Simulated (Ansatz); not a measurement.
# Cl2O2Ti: the cost of one run

Computed with Ansatz 0.2.0, Gaussian basis. Level: def2-SVP, core rule «outside noble gas», up to 21 orbitals frozen.

Plan: UHF; CCSD(T) on ROHF; CCSD(T) on UHF; CASSCF and NEVPT2, 14 electrons in 13 orbitals.

14 further runs of the same task are left out: 9 that didn't finish, 5 set aside as unsound or not needed.

## (1) The system

The geometry is a PBE0/def2-TZVP stationary point (not a proven minimum) of the parent state, kept for this charge and spin.

5 atoms, charge 0, spin multiplicity 7.

Atoms are counted from 1 here; the program's logs count them from 0.

Bond lengths: Ti1–O2 1.853 Å, Ti1–O3 1.853 Å, Ti1–Cl4 2.375 Å, Ti1–Cl5 2.375 Å. Angles: O2–Ti1–O3 123.6°, O2–Ti1–Cl4 113.3°, O2–Ti1–Cl5 113.3°, O3–Ti1–Cl4 113.3°, O3–Ti1–Cl5 113.3°, Cl4–Ti1–Cl5 66.4°.

## (2) UHF

File in.yaml:

```yaml
crystal:
  periodic: [false, false, false]
  atoms:
    - {symbol: Ti, position_ang: [0.000000, 0.000000, 0.748806]}
    - {symbol: O, position_ang: [1.632733, 0.000000, 1.624229]}
    - {symbol: O, position_ang: [-1.632733, 0.000000, 1.624229]}
    - {symbol: Cl, position_ang: [0.000000, -1.300256, -1.238491]}
    - {symbol: Cl, position_ang: [0.000000, 1.300256, -1.238491]}
basis:
  gaussian: {orbitals: def2-SVP}
magnetization: {spin_polarized: true, initial_magnetization: 6}
hamiltonian: {xc: hf}
output: {orbitals: {seedname: orbitals}}
```

Command:

```bash
> ansatz run in.yaml --threads 1 --pin off --events-out ev --progress --plain --max-ram 4096MiB --backend cpu
```

Q: Estimate wall time and peak memory on 1 thread of AMD EPYC 7R13, shared host.

About 93 s, with a peak of 0.41 GiB.
